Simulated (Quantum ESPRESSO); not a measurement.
GaSb3: equation of state with PBEsol

GaSb3:

```
CELL_PARAMETERS angstrom
0.00000 3.73060 3.73060
3.73060 0.00000 3.73060
3.73060 3.73060 0.00000
ATOMIC_POSITIONS crystal
Sb 0.50000 0.50000 0.50000
Sb 0.75000 0.75000 0.75000
Sb 0.25000 0.25000 0.25000
Ga 0.00000 0.00000 0.00000
```

The cell comes from a database or a generator and needn't be the stable form of this composition.

* Program: Quantum ESPRESSO 7.5
* Task: equation of state
* Functional: PBEsol
* Potentials or basis: GBRV 1.5 PBEsol
* Cutoff: 762 eV
* Density cutoff: 6095 eV
* k mesh: 6 × 6 × 6
* Occupations: fermi-dirac, width 0.05 eV
* Spin: no spin polarisation

```yaml
Equilibrium_volume: "24.27 Å³/atom (rough: see the caveat)"
Bulk_modulus: 56 GPa (rough)
```

Energy against volume, from the lowest point:
```tsv
volume (Å³/atom)	energy (meV/atom)
24.402	0.00
24.922	2.82
25.441	9.14
25.960	18.53
26.479	30.68
26.998	45.36
27.518	62.35
```

All runs of the series together: 7.8 min on 2 threads of Arm Neoverse V2 (shared host).

Caveat: the minimum lies outside the volumes run. The run has no spin-orbit coupling, so splittings on Sb are missing.
